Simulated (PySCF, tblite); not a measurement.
**C₃H₁₃BN₂Si: geometry, infrared bands and NMR shifts**

Wanted: the infrared bands and NMR shifts of C₃H₁₃BN₂Si (`CCCBN[SiH2]N`), by calculation.

Programs: tblite 0.8.0 and PySCF 2.14.0, with density-fitted response routines of our own. Each step states its level of theory. These are calculated values for one molecule in the gas phase, unless marked as measured. Atoms count from 0, in the outputs and in this text.

## 1. The molecule as given

20 atoms, charge 0, multiplicity 1; geometry from: force field or distance geometry start.

Bonds of the start (Å): C0–C1 1.52, C1–C2 1.52, C2–B3 1.56, B3–N4 1.51, N4–Si5 1.79, Si5–N6 1.80, C0–H7 1.09, C0–H8 1.11, C0–H9 1.13, C1–H10 1.13, C1–H11 1.10, C2–H12 1.12, C2–H13 1.11, B3–H14 1.20, N4–H15 1.04, Si5–H16 1.49, Si5–H17 1.48, N6–H18 1.07, N6–H19 1.06.

## 2. Geometry optimisation with GFN2-xTB

What the job is given:

```
{"job": {"kind": "relax", "xc": "GFN2-xTB", "basis": "xTB"}, "charge": 0, "multiplicity": 1}
C     -3.424100     0.512400    -0.511200
C     -1.905500     0.617400    -0.533700
C     -1.407600    -0.696200     0.045300
B      0.143100    -0.830900     0.124200
N      1.141500     0.239100    -0.266500
Si     2.779000    -0.362800     0.118700
N      4.047400     0.882400    -0.138600
H     -3.887100     0.865500    -1.429000
H     -3.689400    -0.559400    -0.371700
H     -3.872200     1.042000     0.383000
H     -1.698300     1.471800     0.176700
H     -1.518200     0.808100    -1.540700
H     -1.795500    -1.489000    -0.642900
H     -1.841200    -0.817000     1.060300
H      0.562800    -1.952900     0.082300
H      0.970000     1.144300     0.222200
H      2.876400    -0.821100     1.536600
H      3.151300    -1.511900    -0.740800
H      4.562500     0.968700     0.793200
H      4.800000     0.500100    -0.780100
```

Command:

```sh
$ OMP_NUM_THREADS=1 python probes_run.py task.json out
```

One launch serves the whole session: the jobs run in the order shown.

The log of the run:

```text
step      E/eV     max force
  0    -595.24360    3.029
  1    -595.68396    2.257
  2    -595.96677    1.469
  3    -596.08486    0.880
  4    -596.17443    0.686
  5    -596.21392    0.651
  6    -596.27244    0.708
  7    -596.31314    0.470
  8    -596.34149    0.368
  9    -596.36251    0.351
 10    -596.37738    0.320
 11    -596.39149    0.351
 12    -596.40426    0.281
 13    -596.41468    0.230
 14    -596.42472    0.290
 15    -596.43674    0.339
 16    -596.44558    0.242
 17    -596.45183    0.200
 18    -596.45800    0.234
 19    -596.46672    0.346
 20    -596.47841    0.328
 21    -596.48966    0.240
 22    -596.49828    0.203
 23    -596.50687    0.293
 24    -596.51723    0.352
 25    -596.52771    0.244
 26    -596.53660    0.206
 27    -596.54475    0.202
 28    -596.55320    0.286
 29    -596.56173    0.251
 30    -596.56889    0.187
 31    -596.57468    0.161
 32    -596.58124    0.251
 33    -596.58946    0.285
 34    -596.59839    0.245
 35    -596.60730    0.285
 36    -596.61656    0.265
 37    -596.62718    0.296
 38    -596.63646    0.357
 39    -596.64589    0.293
 40    -596.65321    0.156
 41    -596.66004    0.175
 42    -596.66571    0.200
 43    -596.67340    0.240
 44    -596.67957    0.228
 45    -596.68471    0.160
 46    -596.68890    0.141
 47    -596.69275    0.152
 48    -596.69551    0.135
 49    -596.69790    0.130
 50    -596.70030    0.115
 51    -596.70309    0.086
 52    -596.70437    0.083
 53    -596.70654    0.097
 54    -596.70864    0.108
 55    -596.71107    0.116
 56    -596.71291    0.097
 57    -596.71439    0.069
 58    -596.71570    0.064
 59    -596.71693    0.063
 60    -596.71795    0.066
 61    -596.71874    0.065
 62    -596.71937    0.057
 63    -596.71990    0.045
 64    -596.72032    0.057
 65    -596.72070    0.060
 66    -596.72111    0.061
 67    -596.72176    0.054
 68    -596.72241    0.055
 69    -596.72318    0.061
 70    -596.72414    0.089
 71    -596.72568    0.119
 72    -596.72808    0.133
 73    -596.73143    0.143
 74    -596.73512    0.157
 75    -596.73876    0.152
 76    -596.74237    0.250
 77    -596.74239    0.488
 78    -596.74912    0.464
 79    -596.75374    0.117
 80    -596.75638    0.091
 81    -596.75894    0.246
 82    -596.76061    0.086
 83    -596.76207    0.093
 84    -596.76465    0.130
 85    -596.76574    0.100
 86    -596.76695    0.081
 87    -596.76852    0.075
 88    -596.76991    0.075
 89    -596.77115    0.085
 90    -596.77225    0.073
 91    -596.77323    0.080
 92    -596.77404    0.094
 93    -596.77482    0.051
 94    -596.77535    0.038
 95    -596.77557    0.039
 96    -596.77578    0.033
 97    -596.77598    0.028
 98    -596.77619    0.046
 99    -596.77641    0.051
100    -596.77661    0.055
101    -596.77679    0.036
102    -596.77695    0.027
103    -596.77709    0.031
104    -596.77726    0.037
105    -596.77751    0.051
106    -596.77784    0.045
107    -596.77819    0.035
108    -596.77847    0.033
109    -596.77868    0.039
110    -596.77885    0.036
111    -596.77903    0.051
112    -596.77923    0.038
113    -596.77934    0.024
114    -596.77940    0.022
115    -596.77950    0.021
116    -596.77962    0.026
117    -596.77976    0.026
118    -596.77988    0.022
119    -596.77998    0.018
120    -596.78006    0.018
121    -596.78011    0.017
122    -596.78015    0.011
123    -596.78017    0.008
```

Wall time 0.95 s (1 thread of Arm Neoverse V1, shared host); peak memory 0.18 GiB.

Along the way: (not every step is listed)

```csv
step,energy from step 0 (eV),largest force (eV/Å)
0,0.0000,3.0288
1,-0.4404,2.2573
2,-0.7232,1.4688
3,-0.8413,0.8804
4,-0.9308,0.6857
5,-0.9703,0.6508
6,-1.0288,0.7081
7,-1.0695,0.4702
8,-1.0979,0.3675
19,-1.2231,0.3460
30,-1.3253,0.1870
41,-1.4164,0.1751
52,-1.4608,0.0828
63,-1.4763,0.0455
74,-1.4915,0.1566
85,-1.5221,0.1001
96,-1.5322,0.0330
107,-1.5346,0.0346
118,-1.5363,0.0217
119,-1.5364,0.0175
120,-1.5365,0.0185
121,-1.5365,0.0172
122,-1.5366,0.0107
123,-1.5366,0.0077
```

Close pairs (by a distance rule), those that changed most:

```csv
bond,before (Å),after (Å),change (Å)
B3–N4,1.515,1.393,-0.122
Si5–N6,1.796,1.727,-0.069
N6–H18,1.068,1.008,-0.060
N6–H19,1.060,1.006,-0.054
N4–Si5,1.787,1.740,-0.046
C0–H9,1.132,1.088,-0.043
C1–H10,1.130,1.094,-0.037
N4–H15,1.043,1.011,-0.032
```

The next job starts from the end point, and lists it.

## 3. Harmonic vibrations with GFN2-xTB

What the job is given:

```
{"job": {"kind": "ir", "xc": "GFN2-xTB", "basis": "xTB"}, "charge": 0, "multiplicity": 1}
C     -3.195198     0.801129    -0.576636
C     -1.697244     0.542726    -0.447623
C     -1.399191    -0.827186     0.164979
B      0.132194    -1.211319     0.355682
N      1.167450    -0.345784     0.010683
Si     2.890641    -0.577994     0.086297
N      3.501340     0.994987    -0.279306
H     -3.383490     1.780090    -1.013828
H     -3.658681     0.048283    -1.211388
H     -3.673961     0.764412     0.400112
H     -1.256503     1.324457     0.177530
H     -1.240937     0.607186    -1.439309
H     -1.881260    -1.594558    -0.449056
H     -1.897994    -0.886318     1.137840
H      0.418862    -2.255296     0.811580
H      0.897179     0.538350    -0.397228
H      3.227211    -1.114432     1.411899
H      3.380246    -1.444403    -0.988530
H      3.172056     1.778864     0.262802
H      4.492131     1.087486    -0.429232
```

The log of the run:

```text
mode    cm-1     km/mol
  1      38.4      0.55
  2      71.8      0.43
  3      81.1      0.25
  4     108.3      2.93
  5     148.1      4.72
  6     190.2      0.71
  7     224.7     12.89
  8     234.2      0.12
  9     269.8      4.37
 10     314.9      8.49
 11     520.8      8.15
 12     524.5     32.17
 13     562.2     64.41
 14     568.1    146.22
 15     586.7    142.35
 16     718.3    107.94
 17     731.9    178.06
 18     785.1     18.64
 19     795.8    100.84
 20     801.9     59.31
 21     837.0    161.91
 22     860.2     27.64
 23     875.5    150.19
 24     903.3    187.54
 25     976.7      8.09
 26    1011.1     24.40
 27    1061.9     17.12
 28    1084.7      0.39
 29    1131.2      5.49
 30    1224.2      6.10
 31    1234.1      0.28
 32    1270.2      8.19
 33    1283.3      0.85
 34    1357.0     11.44
 35    1391.4    676.74
 36    1415.4      1.58
 37    1484.5      1.19
 38    1501.7      2.32
 39    1507.2      1.89
 40    1509.6      0.68
 41    1533.1     48.20
 42    2185.8    416.08
 43    2236.1    232.36
 44    2595.0    203.52
 45    2932.6     18.44
 46    2950.7     95.88
 47    2958.4      8.98
 48    2963.8     77.66
 49    3020.3     64.85
 50    3023.7     61.91
 51    3030.5     37.67
 52    3428.9      5.28
 53    3469.9      3.59
 54    3515.7      1.26
```

Run time: 0.74 s. Hardware: 1 thread of Arm Neoverse V1, shared host; peak memory 0.18 GiB.

Which atoms move in the most intense modes:

```csv
cm⁻¹,km/mol,atoms
732,178.1,"H16 26 %, H15 21 %"
837,161.9,"H19 20 %, H18 18 %"
876,150.2,"N6 28 %, Si5 25 %, N4 14 %, H18 12 %"
903,187.5,"Si5 32 %, N6 23 %, N4 11 %, H19 10 %"
1391,676.7,"B3 47 %, N4 38 %"
2186,416.1,H16 88 %
2236,232.4,H17 88 %
2595,203.5,H14 92 %
```

## 4. Shielding tensors: PBE0/pcSseg-1

Same as in step 3 but for these lines:

```diff
@@ -1,2 +1,2 @@
-{"job": {"kind": "ir", "xc": "GFN2-xTB", "basis": "xTB"}, "charge": 0, "multiplicity": 1}
+{"job": {"kind": "nmr", "xc": "PBE0", "basis": "pcSseg-1"}, "charge": 0, "multiplicity": 1}
 C     -3.195198     0.801129    -0.576636
```

With the program's defaults for keys left out, this is: GIAO PBE0/pcSseg-1 NMR shielding, non-relativistic, gas phase.

The log of the run:

```text
coarse grid: 16152 points
cycle   1  E = -545.4777831114  dE =  4.807e-01  |g| = 6.265e-01  |ddm| = 3.763e+00
cycle   2  E = -545.4328452349  dE =  4.494e-02  |g| = 7.810e-01  |ddm| = 1.160e+00
cycle   3  E = -545.5702658188  dE = -1.374e-01  |g| = 7.269e-02  |ddm| = 6.814e-01
cycle   4  E = -545.5713574744  dE = -1.092e-03  |g| = 2.999e-02  |ddm| = 8.356e-02
cycle   5  E = -545.5715628854  dE = -2.054e-04  |g| = 7.633e-03  |ddm| = 2.642e-02
cycle   6  E = -545.5715750507  dE = -1.217e-05  |g| = 2.573e-03  |ddm| = 8.050e-03
cycle   7  E = -545.5715764628  dE = -1.412e-06  |g| = 4.894e-04  |ddm| = 2.110e-03
final grid: 148584 points
cycle   8  E = -545.6053723508  dE = -4.802e-05  |g| = 1.012e-02  |ddm| = 3.268e-02
cycle   9  E = -545.6053592864  dE =  1.306e-05  |g| = 1.277e-02  |ddm| = 1.801e-02
cycle  10  E = -545.6053965580  dE = -3.727e-05  |g| = 9.868e-04  |ddm| = 9.889e-03
cycle  11  E = -545.6053967736  dE = -2.157e-07  |g| = 2.850e-04  |ddm| = 9.511e-04
cycle  12  E = -545.6053967907  dE = -1.708e-08  |g| = 7.828e-05  |ddm| = 2.570e-04
cycle  13  E = -545.6053967920  dE = -1.302e-09  |g| = 2.688e-05  |ddm| = 8.240e-05
cycle  14  E = -545.6053967921  dE = -1.512e-10  |g| = 6.328e-06  |ddm| = 2.375e-05
converged SCF energy = -545.6053967921

GIAO shielding tensors (ppm)
atom      isotropic    diamagn.    paramagn.     s11        s22        s33       span
  0 C      167.270     244.391     -77.121    153.999    160.458    187.354     33.355
  1 C      166.655     249.810     -83.155    163.549    165.872    170.544      6.994
  2 C      157.836     253.445     -95.609    137.328    155.246    180.934     43.606
  3 B       54.299     194.232    -139.932      6.555     37.928    118.415    111.860
  4 N      146.505     327.103    -180.598     43.784    184.049    211.683    167.899
  5 Si     380.274     879.529    -499.255    351.457    369.777    419.588     68.131
  6 N      254.770     315.684     -60.914    215.544    258.807    289.959     74.415
  7 H       30.371      27.945       2.427     25.403     27.960     37.751     12.348
  8 H       30.734      28.552       2.183     26.845     28.694     36.665      9.820
  9 H       30.759      28.776       1.983     26.902     28.730     36.644      9.742
 10 H       30.512      34.860      -4.348     25.036     31.121     35.378     10.342
 11 H       30.436      34.295      -3.860     25.063     30.982     35.262     10.199
 12 H       30.693      32.914      -2.221     26.727     29.563     35.789      9.062
 13 H       30.733      33.238      -2.505     26.892     29.558     35.750      8.858
 14 H       26.335      31.894      -5.560     25.291     25.300     28.412      3.121
 15 H       27.660      38.308     -10.647     21.134     30.119     31.728     10.594
 16 H       26.225      28.987      -2.762     22.772     24.703     31.200      8.428
 17 H       26.569      28.647      -2.077     23.410     24.558     31.740      8.331
 18 H       31.453      32.278      -0.825     24.217     28.815     41.326     17.109
 19 H       31.577      26.957       4.620     24.304     26.595     43.833     19.529
```

Wall time 33 s (1 thread of Arm Neoverse V1, shared host); peak memory 0.84 GiB.

The references, computed at this level on geometries of the same kind, shield at (ppm): 1H TMS 31.72, 13C TMS 186.9, 29Si TMS 349.2, 15N NH3 267.7, 11B BF3·OEt2 100.1. Their shielding less the atom's gives the shift. The references are single molecules in the gas phase, so shifts against H2O, NH3, PH3, H3PO4 or CFCl3 are not on the usual liquid scales and can be off by tens of ppm. Atoms listed in one row are averaged.

```csv
atoms,environment,σ (ppm),δ (ppm),δ scaled to CDCl3
C2,sp3 CH2 bonded to B,157.8,29.1,26.5
C1,sp3 CH2,166.7,20.3,17.9
C0,methyl carbon,167.3,19.7,17.3
H14,"hydrogen on a boron bonded to C, N",26.33,5.38,–
"H16, H17",hydrogen on a silicon bonded to 2 N,26.40,5.32,–
H15,"hydrogen on a nitrogen bonded to B, Si",27.66,4.06,–
"H10, H11",hydrogen on an sp3 CH2,30.47,1.24,1.28
"H7, H8, H9",hydrogen on a methyl carbon,30.62,1.10,1.14
"H12, H13",hydrogen on an sp3 CH2 bonded to B,30.71,1.00,1.05
"H18, H19",hydrogen on a nitrogen bonded to Si,31.52,0.20,–
B3,"boron bonded to C, N, H",54.3,45.8,–
N4,"nitrogen bonded to B, Si, H",146.5,121.2,–
N6,"nitrogen bonded to Si, 2 H",254.8,13.0,–
Si5,"silicon bonded to 2 N, 2 H",380.3,-31.1,–
```

The scaled column applies a straight-line fit of computed shieldings to shifts measured in CDCl3 (root-mean-square error 0.16 ppm for H, 1.9 ppm for C).

Charges from the same density, by scheme (e):

```csv
atoms,Mulliken,IAO,Hirshfeld,ESP fit
C0,-0.25,-0.41,-0.12,-0.50
C1,-0.32,-0.24,-0.07,0.37
C2,-0.45,-0.40,-0.14,-0.27
B3,0.37,0.13,0.14,0.23
N4,-0.66,-0.65,-0.26,-0.51
Si5,0.85,1.04,0.42,0.76
N6,-0.64,-0.85,-0.32,-1.05
```

Mayer bond orders: C0–C1 1.07, C1–C2 1.04, C2–B3 0.98, B3–N4 1.31, N4–Si5 0.91, Si5–N6 1.03.

## 5. What came out

| quantity | value |
| --- | --- |
| strongest single infrared mode (GFN2-xTB) | 1391 cm⁻¹, 677 km/mol |
| zero-point energy (GFN2-xTB) | 103.0 kcal/mol |
| 13C shifts against TMS (PBE0/pcSseg-1) | 29.1, 20.3, 19.7 ppm |
| 1H shifts against TMS (PBE0/pcSseg-1, means over atoms taken as alike) | 5.38, 5.32, 4.06, 1.24, 1.10, 1.00, 0.20 ppm |
| 11B shifts against BF3·OEt2 (PBE0/pcSseg-1) | 45.8 ppm |
| 15N shifts against NH3 (PBE0/pcSseg-1) | 121.2, 13.0 ppm |
| 29Si shifts against TMS (PBE0/pcSseg-1) | -31.1 ppm |

Relaxing lowered the energy by 1.537 eV in 123 steps; the close pair that moved most is B3–N4, from 1.515 to 1.393 Å. All 54 modes are real, so the xTB geometry is a minimum. The strongest single mode, at 1391 cm⁻¹, moves mainly B3 and N4. GFN2-xTB is a fitted tight-binding method: band positions and strengths are rough. Its intensities can rank the bands wrongly. At PBE0/pcSseg-1: Shielding is most anisotropic at N4 (span 168 ppm, paramagnetic term -181 ppm).
